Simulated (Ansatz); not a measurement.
# ClH₄NSi + HCl + H₂O: a complex and its separated parts, part 1 of 3

The complex below is one end of an elementary step. How strongly is it bound against its free parts?

The runs use Ansatz 0.2.0, Gaussian basis; PBE0-D4/def2-TZVP structures, single points in def2-TZVPP, no counterpoise correction.

Levels: SPW92, PBE-D4, BLYP-D4, r2SCAN-D4, B97M-V, PBE0-D4, B3LYP-D4, r2SCAN0-D4, BHLYP-D4, CAM-B3LYP-D4, wB97X-V, wB97M-V, B2PLYP, PBE-QIDH, RPA on PBE, Hartree-Fock, MP2, CCSD, CCSD(T).

Cores are frozen in the correlated methods. B3LYP uses VWN-RPA correlation. B2PLYP carries no dispersion term here.

113 further runs of the same task are left out: 113 set aside as unsound or not needed.

### 1 The system as given

The complex: 12 atoms, charge 0, spin multiplicity 1.

Atoms are counted from 1 here; the program's logs count them from 0.

Bond lengths: Si1–H3 1.477 Å, Si1–H4 1.477 Å, Si1–Cl5 2.061 Å, Si1–N7 1.741 Å, Cl2–H8 1.341 Å, H6–O9 0.985 Å, N7–H10 1.011 Å, N7–H11 1.013 Å, O9–H12 0.961 Å. Angles: H3–Si1–H4 111.7°, H3–Si1–Cl5 106.2°, H3–Si1–N7 111.2°, H4–Si1–Cl5 108.3°, H4–Si1–N7 113.2°, Cl5–Si1–N7 105.7°, Si1–N7–H10 114.6°, Si1–N7–H11 114.6°, H10–N7–H11 109.4°, H6–O9–H12 107.0°.

Coordinates:

| atom | x (Å) | y (Å) | z (Å) |
| --- | --- | --- | --- |
| Si1 | -1.4538 | -0.3893 | 0.0999 |
| Cl2 | 1.5744 | -1.9559 | 0.5753 |
| H3 | -0.9804 | -0.9456 | -1.1837 |
| H4 | -1.7544 | -1.4530 | 1.0797 |
| Cl5 | -3.2020 | 0.6187 | -0.3204 |
| H6 | 1.1031 | 0.8775 | -0.4824 |
| N7 | -0.3516 | 0.8130 | 0.7089 |
| H8 | 1.8880 | -0.8843 | -0.1671 |
| O9 | 1.9429 | 0.5622 | -0.8890 |
| H10 | -0.7771 | 1.7060 | 0.9198 |
| H11 | 0.2072 | 0.5110 | 1.4983 |
| H12 | 1.8035 | 0.5397 | -1.8393 |

Its parts: ClH₄NSi holds atoms 1, 3, 4, 5, 7, 10, 11; HCl holds atoms 2, 8; H₂O holds atoms 6, 9, 12. Each part counts its atoms afresh in its own runs.

### 2 Relaxing ClH₄NSi alone

Contents of relax-a/in.yaml:

```yaml
crystal:
  periodic: [false, false, false]
  atoms:
    - {symbol: Si, position_ang: [-1.453781, -0.389264, 0.099885]}
    - {symbol: H, position_ang: [-0.980426, -0.945633, -1.183672]}
    - {symbol: H, position_ang: [-1.754374, -1.453014, 1.079654]}
    - {symbol: Cl, position_ang: [-3.202030, 0.618660, -0.320386]}
    - {symbol: N, position_ang: [-0.351627, 0.813044, 0.708921]}
    - {symbol: H, position_ang: [-0.777065, 1.706038, 0.919841]}
    - {symbol: H, position_ang: [0.207189, 0.510997, 1.498262]}
basis:
  gaussian: {orbitals: def2-TZVP}
hamiltonian: {xc: pbe0, dispersion: d4}
relax: {f_tol: 0.005, max_steps: 200}
```

Started as:

```
ansatz run in.yaml --threads 8 --pin off --events-out ev --progress --plain --max-ram 19148MiB
```

The log of the run (excerpt; [...] marks lines left out):

```text
Functional definition: PBE0
  name "PBE0"
  cite "Adamo & Barone, J. Chem. Phys. 110, 6158 (1999) doi:10.1063/1.478522"
  cite "Perdew, Burke & Ernzerhof, Phys. Rev. Lett. 77, 3865 (1996) doi:10.1103/PhysRevLett.77.3865"
  parent pbe
[...]
867 factors; their error is unknown
[...]
mean field -21949.58725347 eV, -806.6324536004 hartree, gradient 3.8e-5 eV, S^2 0.000000; 0 other end points of the search recorded, 0 dependent functions left out
[...]
reference -21949.58728106 eV, -806.6324546144 hartree; 21, 21 occupied and 108, 108 virtual orbitals, 867 factors
[...]
Total energy: -21949.86445313 eV, -806.6426404999 hartree
Atom 0 at    -1.483569    -0.354308     0.108582 Å, force    -0.002240    -0.000498    -0.000739 eV/Å
Atom 1 at    -1.027949    -0.603785    -1.275189 Å, force     0.000127     0.000139    -0.000351 eV/Å
Atom 2 at    -1.599431    -1.585694     0.917873 Å, force     0.000049    -0.000615    -0.000213 eV/Å
Atom 3 at    -3.408081     0.393870    -0.059046 Å, force     0.000704    -0.000408     0.000499 eV/Å
Atom 4 at    -0.365784     0.680841     0.864551 Å, force     0.001167     0.000338     0.000753 eV/Å
Atom 5 at    -0.023650     1.498561     0.385764 Å, force     0.000874     0.000079    -0.000327 eV/Å
Atom 6 at    -0.403650     0.831343     1.859971 Å, force    -0.000680     0.000965     0.000379 eV/Å
Dipole moment:     0.354417     0.156935     0.163790 e Å
```

Wall time 9.5 s (8 threads of Arm Neoverse V1, shared host).

Along the way: (the energy doesn't fall at every step)

| step | energy from step 1 (eV) | largest force component (eV/Å) |
| --- | --- | --- |
| 1 | 0.0000 | 0.8393 |
| 2 | -0.0163 | 0.4295 |
| 3 | -0.0239 | 0.2761 |
| 4 | -0.0430 | 0.3090 |
| 5 | -0.0631 | 0.3861 |
| 6 | -0.0059 | 1.7527 |
| 7 | -0.0818 | 0.3131 |
| 8 | -0.1027 | 0.3371 |
| 9 | -0.1319 | 0.1908 |
| 10 | -0.1520 | 0.2221 |
| 11 | -0.1672 | 0.0290 |
| 12 | -0.1679 | 0.0177 |
| 13 | -0.1680 | 0.0022 |

Distances of close pairs at the start and the end, largest changes first:

| bond | before (Å) | after (Å) | change (Å) |
| --- | --- | --- | --- |
| Si1–N5 | 1.741 | 1.701 | -0.040 |
| Si1–Cl4 | 2.061 | 2.072 | +0.010 |
| N5–H7 | 1.013 | 1.007 | -0.006 |
| N5–H6 | 1.011 | 1.007 | -0.004 |
| Si1–H2 | 1.477 | 1.478 | +0.001 |
| Si1–H3 | 1.477 | 1.478 | +0.001 |

### 3 Relaxing HCl alone

Contents of relax-b/in.yaml:

```yaml
crystal:
  periodic: [false, false, false]
  atoms:
    - {symbol: Cl, position_ang: [1.574404, -1.955869, 0.575303]}
    - {symbol: H, position_ang: [1.887979, -0.884304, -0.167123]}
basis:
  gaussian: {orbitals: def2-TZVP}
hamiltonian: {xc: pbe0, dispersion: d4}
relax: {f_tol: 0.005, max_steps: 200}
```

Started as:

```
ansatz run in.yaml --threads 8 --pin off --events-out ev --progress --plain --max-ram 19148MiB
```

The log of the run (excerpt; [...] marks lines left out):

```text
[... 5 set-up lines as earlier in the session ...]
[...]
312 factors; their error is unknown
[...]
mean field -12535.26080162 eV, -460.6623377545 hartree, gradient 4.4e-5 eV, S^2 0.000000; 0 other end points of the search recorded, 0 dependent functions left out
[...]
reference -12535.31647375 eV, -460.6643836677 hartree; 9, 9 occupied and 34, 34 virtual orbitals, 312 factors
Total energy: -12535.32105166 eV, -460.6645519027 hartree
Atom 0 at     1.581647    -1.931117     0.558154 Å, force     0.000004     0.000014    -0.000010 eV/Å
Atom 1 at     1.880736    -0.909056    -0.149974 Å, force    -0.000004    -0.000014     0.000010 eV/Å
Dipole moment:     0.061418     0.209879    -0.145413 e Å
```

Wall time 0.6 s (8 threads of Arm Neoverse V1, shared host).

The steps of the relaxation:

| step | energy from step 1 (eV) | largest force component (eV/Å) |
| --- | --- | --- |
| 1 | 0.0000 | 1.3573 |
| 2 | -0.0475 | 0.5556 |
| 3 | -0.0555 | 0.0610 |
| 4 | -0.0556 | 0.0078 |
| 5 | -0.0556 | 0.0000 |

The bond:

| bond | before (Å) | after (Å) | change (Å) |
| --- | --- | --- | --- |
| Cl1–H2 | 1.341 | 1.279 | -0.062 |

### 4 Relaxing H₂O alone

Contents of relax-c/in.yaml:

```yaml
crystal:
  periodic: [false, false, false]
  atoms:
    - {symbol: H, position_ang: [1.103134, 0.877460, -0.482360]}
    - {symbol: O, position_ang: [1.942913, 0.562196, -0.889027]}
    - {symbol: H, position_ang: [1.803484, 0.539691, -1.839300]}
basis:
  gaussian: {orbitals: def2-TZVP}
hamiltonian: {xc: pbe0, dispersion: d4}
relax: {f_tol: 0.005, max_steps: 200}
```

Started as:

```
ansatz run in.yaml --threads 8 --pin off --events-out ev --progress --plain --max-ram 19148MiB
```

The log of the run (excerpt; [...] marks lines left out):

```text
[... 5 set-up lines as earlier in the session ...]
[...]
239 factors; their error is unknown
[...]
mean field -2078.31312230 eV, -76.3765985134 hartree, gradient 4.4e-5 eV, S^2 0.000000; 0 other end points of the search recorded, 0 dependent functions left out
[...]
reference -2078.33309075 eV, -76.3773323403 hartree; 5, 5 occupied and 38, 38 virtual orbitals, 239 factors
Total energy: -2078.33734654 eV, -76.3774887377 hartree
Atom 0 at     1.115346     0.871793    -0.503000 Å, force    -0.000117     0.000024    -0.000210 eV/Å
Atom 1 at     1.942014     0.563163    -0.880035 Å, force     0.000373    -0.000099     0.000381 eV/Å
Atom 2 at     1.792171     0.544392    -1.827651 Å, force    -0.000257     0.000075    -0.000171 eV/Å
Dipole moment:    -0.360072     0.106881    -0.210393 e Å
```

Run time: 0.5 s. Hardware: 8 threads of Arm Neoverse V1, shared host.

Step by step:

| step | energy from step 1 (eV) | largest force component (eV/Å) |
| --- | --- | --- |
| 1 | 0.0000 | 1.0235 |
| 2 | -0.0187 | 0.2222 |
| 3 | -0.0199 | 0.0204 |
| 4 | -0.0199 | 0.0004 |

Close pairs (by a distance rule), those that changed most:

| bond | before (Å) | after (Å) | change (Å) |
| --- | --- | --- | --- |
| H1–O2 | 0.985 | 0.960 | -0.025 |
| O2–H3 | 0.961 | 0.960 | -0.001 |

### 5 SPW92/def2-TZVPP

Contents of parta/in.yaml:

```yaml
crystal:
  periodic: [false, false, false]
  atoms:
    - {symbol: Si, position_ang: [-1.483569, -0.354308, 0.108582]}
    - {symbol: H, position_ang: [-1.027949, -0.603785, -1.275189]}
    - {symbol: H, position_ang: [-1.599431, -1.585694, 0.917873]}
    - {symbol: Cl, position_ang: [-3.408081, 0.393870, -0.059046]}
    - {symbol: N, position_ang: [-0.365784, 0.680841, 0.864551]}
    - {symbol: H, position_ang: [-0.023650, 1.498561, 0.385764]}
    - {symbol: H, position_ang: [-0.403650, 0.831343, 1.859971]}
basis:
  gaussian: {orbitals: def2-TZVPP}
hamiltonian: {xc: lda}
```

Contents of partb/in.yaml:

```yaml
crystal:
  periodic: [false, false, false]
  atoms:
    - {symbol: Cl, position_ang: [1.581647, -1.931117, 0.558154]}
    - {symbol: H, position_ang: [1.880736, -0.909056, -0.149974]}
basis:
  gaussian: {orbitals: def2-TZVPP}
hamiltonian: {xc: lda}
```

Contents of partc/in.yaml:

```yaml
crystal:
  periodic: [false, false, false]
  atoms:
    - {symbol: H, position_ang: [1.115346, 0.871793, -0.503000]}
    - {symbol: O, position_ang: [1.942014, 0.563163, -0.880035]}
    - {symbol: H, position_ang: [1.792171, 0.544392, -1.827651]}
basis:
  gaussian: {orbitals: def2-TZVPP}
hamiltonian: {xc: lda}
```

The same command starts each run, in its folder.

Started as:

```
ansatz run in.yaml --threads 8 --pin off --events-out ev --progress --plain --max-ram 19148MiB
```

parta printed (excerpt; [...] marks lines left out):

```text
Functional definition: SPW92
  name "SPW92"
  cite "Dirac, Proc. Camb. Phil. Soc. 26, 376 (1930) doi:10.1017/S0305004100016108"
  cite "Slater, Phys. Rev. 81, 385 (1951) doi:10.1103/PhysRev.81.385"
  cite "Perdew & Wang, Phys. Rev. B 45, 13244 (1992) doi:10.1103/PhysRevB.45.13244"
[...]
973 factors; their error is unknown
[...]
mean field -21873.97487546 eV, -803.8537499603 hartree, gradient 2.9e-5 eV, S^2 0.000000; 0 other end points of the search recorded, 0 dependent functions left out
reference -21873.97490987 eV, -803.8537512250 hartree; 21, 21 occupied and 150, 150 virtual orbitals, 973 factors
Total energy: -21873.97490987 eV, -803.8537512250 hartree
```

partb printed (excerpt; [...] marks lines left out):

```text
[... 5 set-up lines as earlier in the session ...]
[...]
353 factors; their error is unknown
[...]
mean field -12498.56388304 eV, -459.3137508709 hartree, gradient 5.7e-5 eV, S^2 0.000000; 0 other end points of the search recorded, 0 dependent functions left out
reference -12498.56390245 eV, -459.3137515842 hartree; 9, 9 occupied and 47, 47 virtual orbitals, 353 factors
Total energy: -12498.56390245 eV, -459.3137515842 hartree
```

Output in partc (excerpt; [...] marks lines left out):

```text
[... 5 set-up lines as earlier in the session ...]
[...]
269 factors; their error is unknown
[...]
mean field -2065.39694018 eV, -75.9019375754 hartree, gradient 5.3e-5 eV, S^2 0.000000; 0 other end points of the search recorded, 0 dependent functions left out
reference -2065.39695901 eV, -75.9019382674 hartree; 5, 5 occupied and 54, 54 virtual orbitals, 269 factors
Total energy: -2065.39695901 eV, -75.9019382674 hartree
```

They took 0.4 s (parta), 0.1 s (partb), 0.1 s (partc) on 8 threads of Arm Neoverse V1, shared host.

### 6 PBE-D4/def2-TZVPP

The same edit goes into each in.yaml of step 5 (parta, partb, partc):

```diff
-hamiltonian: {xc: lda}
+hamiltonian: {xc: pbe, dispersion: d4}
```

The same command starts each run, in its folder.

Started as:

```
ansatz run in.yaml --threads 8 --pin off --events-out ev --progress --plain --max-ram 19148MiB
```

parta printed (excerpt; [...] marks lines left out):

```text
Functional definition: PBE
  name "PBE"
[... 2 set-up lines as earlier in the session ...]
[...]
973 factors; their error is unknown
[...]
mean field -21947.82480000 eV, -806.5676846299 hartree, gradient 2.2e-5 eV, S^2 0.000000; 0 other end points of the search recorded, 0 dependent functions left out
reference -21947.82483661 eV, -806.5676859756 hartree; 21, 21 occupied and 150, 150 virtual orbitals, 973 factors
Total energy: -21947.95364192 eV, -806.5724194833 hartree
```

Output in partb (excerpt; [...] marks lines left out):

```text
[... 4 set-up lines as earlier in the session ...]
[...]
353 factors; their error is unknown
[...]
mean field -12534.30963382 eV, -460.6273829825 hartree, gradient 8.1e-5 eV, S^2 0.000000; 0 other end points of the search recorded, 0 dependent functions left out
reference -12534.30965472 eV, -460.6273837509 hartree; 9, 9 occupied and 47, 47 virtual orbitals, 353 factors
Total energy: -12534.31531589 eV, -460.6275917948 hartree
```

partc printed (excerpt; [...] marks lines left out):

```text
[... 4 set-up lines as earlier in the session ...]
[...]
269 factors; their error is unknown
[...]
mean field -2078.40756313 eV, -76.3800691497 hartree, gradient 4.4e-5 eV, S^2 0.000000; 0 other end points of the search recorded, 0 dependent functions left out
reference -2078.40758360 eV, -76.3800699020 hartree; 5, 5 occupied and 54, 54 virtual orbitals, 269 factors
Total energy: -2078.41290061 eV, -76.3802652987 hartree
```

They took 0.6 s (parta), 0.15 s (partb), 0.15 s (partc) on 8 threads of Arm Neoverse V1, shared host.

### 7 BLYP-D4/def2-TZVPP

The same edit goes into each in.yaml of step 6 (parta, partb, partc):

```diff
-hamiltonian: {xc: pbe, dispersion: d4}
+hamiltonian: {xc: {name: BLYP}, dispersion: d4}
```

One command serves all of them, each in its own folder.

Started as:

```
ansatz run in.yaml --threads 8 --pin off --events-out ev --progress --plain --max-ram 19148MiB
```

Log of parta (excerpt; [...] marks lines left out):

```text
Functional definition: BLYP
  name "BLYP"
  cite "Becke, Phys. Rev. A 38, 3098 (1988) doi:10.1103/PhysRevA.38.3098"
  cite "Lee, Yang & Parr, Phys. Rev. B 37, 785 (1988) doi:10.1103/PhysRevB.37.785"
[...]
973 factors; their error is unknown
[...]
mean field -21958.21739227 eV, -806.9496053517 hartree, gradient 1.6e-5 eV, S^2 0.000000; 0 other end points of the search recorded, 0 dependent functions left out
reference -21958.21771193 eV, -806.9496170990 hartree; 21, 21 occupied and 150, 150 virtual orbitals, 973 factors
Total energy: -21958.50370624 eV, -806.9601271959 hartree
```

partb printed (excerpt; [...] marks lines left out):

```text
[... 4 set-up lines as earlier in the session ...]
[...]
353 factors; their error is unknown
[...]
mean field -12539.38861170 eV, -460.8140319771 hartree, gradient 4.5e-5 eV, S^2 0.000000; 0 other end points of the search recorded, 0 dependent functions left out
reference -12539.38881602 eV, -460.8140394858 hartree; 9, 9 occupied and 47, 47 virtual orbitals, 353 factors
Total energy: -12539.40230517 eV, -460.8145352030 hartree
```

Log of partc (excerpt; [...] marks lines left out):

```text
[... 4 set-up lines as earlier in the session ...]
[...]
269 factors; their error is unknown
[...]
mean field -2080.27677883 eV, -76.4487615596 hartree, gradient 8.7e-5 eV, S^2 0.000000; 0 other end points of the search recorded, 0 dependent functions left out
reference -2080.27696838 eV, -76.4487685254 hartree; 5, 5 occupied and 54, 54 virtual orbitals, 269 factors
Total energy: -2080.28981069 eV, -76.4492404719 hartree
```

Wall times: 0.6 s (parta), 0.15 s (partb), 0.15 s (partc) on 8 threads of Arm Neoverse V1, shared host.

### 8 r2SCAN-D4/def2-TZVPP

Each input of step 7 (parta, partb, partc) changes in the same lines:

```diff
-hamiltonian: {xc: {name: BLYP}, dispersion: d4}
+hamiltonian: {xc: r2scan, dispersion: d4}
```

The same command starts each run, in its folder.

Started as:

```
ansatz run in.yaml --threads 8 --pin off --events-out ev --progress --plain --max-ram 19148MiB
```

Output in parta (excerpt; [...] marks lines left out):

```text
Functional definition: r2SCAN
  name "r2SCAN"
  cite "Furness, Kaplan, Ning, Perdew & Sun, J. Phys. Chem. Lett. 11, 8208 (2020) doi:10.1021/acs.jpclett.0c02405"
  cite "Furness, Kaplan, Ning, Perdew & Sun, J. Phys. Chem. Lett. 11, 9248 (2020) doi:10.1021/acs.jpclett.0c03077"
  parent r2scan
[...]
973 factors; their error is unknown
[...]
mean field -21956.65506938 eV, -806.8921910445 hartree, gradient 3.8e-5 eV, S^2 0.000000; 0 other end points of the search recorded, 0 dependent functions left out
reference -21956.65507974 eV, -806.8921914252 hartree; 21, 21 occupied and 150, 150 virtual orbitals, 973 factors
Total energy: -21956.68457440 eV, -806.8932753339 hartree
```

partb printed (excerpt; [...] marks lines left out):

```text
[... 5 set-up lines as earlier in the session ...]
[...]
353 factors; their error is unknown
[...]
mean field -12538.62224982 eV, -460.7858686975 hartree, gradient 3.1e-5 eV, S^2 0.000000; 0 other end points of the search recorded, 0 dependent functions left out
reference -12538.62225515 eV, -460.7858688933 hartree; 9, 9 occupied and 47, 47 virtual orbitals, 353 factors
Total energy: -12538.62352110 eV, -460.7859154162 hartree
```

Output in partc (excerpt; [...] marks lines left out):

```text
[... 5 set-up lines as earlier in the session ...]
[...]
269 factors; their error is unknown
[...]
mean field -2079.58114360 eV, -76.4231974366 hartree, gradient 8.5e-5 eV, S^2 0.000000; 0 other end points of the search recorded, 0 dependent functions left out
reference -2079.58114880 eV, -76.4231976278 hartree; 5, 5 occupied and 54, 54 virtual orbitals, 269 factors
Total energy: -2079.58242132 eV, -76.4232443920 hartree
```

Wall times: 1.3 s (parta), 0.4 s (partb), 0.4 s (partc) on 8 threads of Arm Neoverse V1, shared host.

### 9 B97M-V/def2-TZVPP

Each input of step 8 (parta, partb, partc) changes in the same lines:

```diff
-hamiltonian: {xc: r2scan, dispersion: d4}
+hamiltonian: {xc: {name: B97M-V}}
```

The same command starts each run, in its folder.

Started as:

```
ansatz run in.yaml --threads 8 --pin off --events-out ev --progress --plain --max-ram 19148MiB
```

Output in parta (excerpt; [...] marks lines left out):

```text
Functional definition: B97M-V
  name "B97M-V"
  cite "Mardirossian & Head-Gordon, J. Chem. Phys. 142, 074111 (2015) doi:10.1063/1.4907719"
  cite "Becke, J. Chem. Phys. 107, 8554 (1997) doi:10.1063/1.475007"
  cite "Vydrov & Van Voorhis, J. Chem. Phys. 133, 244103 (2010) doi:10.1063/1.3521275"
  # Of w^i u^j: cxij and so on, Table III.
[...]
  gx(w, u) = cx00 + cx01*u + cx02*u^2 + (cx10 + cx11*u)*w
[...]
  gos(w, u) = cos00 + cos01*u + cos03*u^3 + cos10*w + cos32*w^3*u^2
[...]
      + integral(e_c_pw_mod_opposite_spin*gos(b97_w_opposite, b97_u_opposite)) + vv10(b, c)
973 factors; their error is unknown
[...]
mean field -21953.53270222 eV, -806.7774461676 hartree, gradient 1.4e-5 eV, S^2 0.000000; 0 other end points of the search recorded, 0 dependent functions left out
reference -21953.53275498 eV, -806.7774481066 hartree; 21, 21 occupied and 150, 150 virtual orbitals, 973 factors
Total energy: -21953.53275498 eV, -806.7774481066 hartree
```

partb printed (excerpt; [...] marks lines left out):

```text
[... 5 set-up lines as earlier in the session ...]
  # Of w^i u^j: cxij and so on, Table III.
[...]
  gx(w, u) = cx00 + cx01*u + cx02*u^2 + (cx10 + cx11*u)*w
[...]
  gos(w, u) = cos00 + cos01*u + cos03*u^3 + cos10*w + cos32*w^3*u^2
[...]
      + integral(e_c_pw_mod_opposite_spin*gos(b97_w_opposite, b97_u_opposite)) + vv10(b, c)
353 factors; their error is unknown
[...]
mean field -12536.22648089 eV, -460.6978258133 hartree, gradient 1.2e-5 eV, S^2 0.000000; 0 other end points of the search recorded, 0 dependent functions left out
reference -12536.22650902 eV, -460.6978268469 hartree; 9, 9 occupied and 47, 47 virtual orbitals, 353 factors
Total energy: -12536.22650902 eV, -460.6978268469 hartree
```

partc printed (excerpt; [...] marks lines left out):

```text
[... 5 set-up lines as earlier in the session ...]
  # Of w^i u^j: cxij and so on, Table III.
[...]
  gx(w, u) = cx00 + cx01*u + cx02*u^2 + (cx10 + cx11*u)*w
[...]
  gos(w, u) = cos00 + cos01*u + cos03*u^3 + cos10*w + cos32*w^3*u^2
[...]
      + integral(e_c_pw_mod_opposite_spin*gos(b97_w_opposite, b97_u_opposite)) + vv10(b, c)
269 factors; their error is unknown
[...]
mean field -2079.93550916 eV, -76.4362201308 hartree, gradient 2.9e-5 eV, S^2 0.000000; 0 other end points of the search recorded, 0 dependent functions left out
reference -2079.93553598 eV, -76.4362211162 hartree; 5, 5 occupied and 54, 54 virtual orbitals, 269 factors
Total energy: -2079.93553598 eV, -76.4362211162 hartree
```

Wall times: 2.1 s (parta), 0.3 s (partb), 0.3 s (partc) on 8 threads of Arm Neoverse V1, shared host.

### 10 PBE0-D4/def2-TZVPP

The same edit goes into each in.yaml of step 9 (parta, partb, partc):

```diff
-hamiltonian: {xc: {name: B97M-V}}
+hamiltonian: {xc: pbe0, dispersion: d4}
+output: {orbitals: {seedname: orbitals}}
```

One command serves all of them, each in its own folder.

Started as:

```
ansatz run in.yaml --threads 8 --pin off --events-out ev --progress --plain --max-ram 19148MiB
```

Output in parta (excerpt; [...] marks lines left out):

```text
[... 5 set-up lines as earlier in the session ...]
[...]
1007 factors; their error is unknown
[...]
mean field -21949.81574116 eV, -806.6408503682 hartree, gradient 6.6e-5 eV, S^2 0.000000; 0 other end points of the search recorded, 0 dependent functions left out
reference -21949.81576908 eV, -806.6408513941 hartree; 21, 21 occupied and 150, 150 virtual orbitals, 1007 factors
Total energy: -21949.92375954 eV, -806.6448199703 hartree
```

partb printed (excerpt; [...] marks lines left out):

```text
[... 5 set-up lines as earlier in the session ...]
[...]
384 factors; their error is unknown
[...]
mean field -12535.34597539 eV, -460.6654678329 hartree, gradient 3.7e-5 eV, S^2 0.000000; 0 other end points of the search recorded, 0 dependent functions left out
reference -12535.34599103 eV, -460.6654684078 hartree; 9, 9 occupied and 47, 47 virtual orbitals, 384 factors
Total energy: -12535.35056894 eV, -460.6656366428 hartree
```

Output in partc (excerpt; [...] marks lines left out):

```text
[... 5 set-up lines as earlier in the session ...]
[...]
269 factors; their error is unknown
[...]
mean field -2078.42781962 eV, -76.3808135622 hartree, gradient 1.2e-5 eV, S^2 0.000000; 0 other end points of the search recorded, 0 dependent functions left out
reference -2078.42783413 eV, -76.3808140952 hartree; 5, 5 occupied and 54, 54 virtual orbitals, 269 factors
Total energy: -2078.43208992 eV, -76.3809704927 hartree
```

They took 0.75 s (parta), 0.15 s (partb), 0.15 s (partc) on 8 threads of Arm Neoverse V1, shared host.

(Continued in part 2 of 3.)
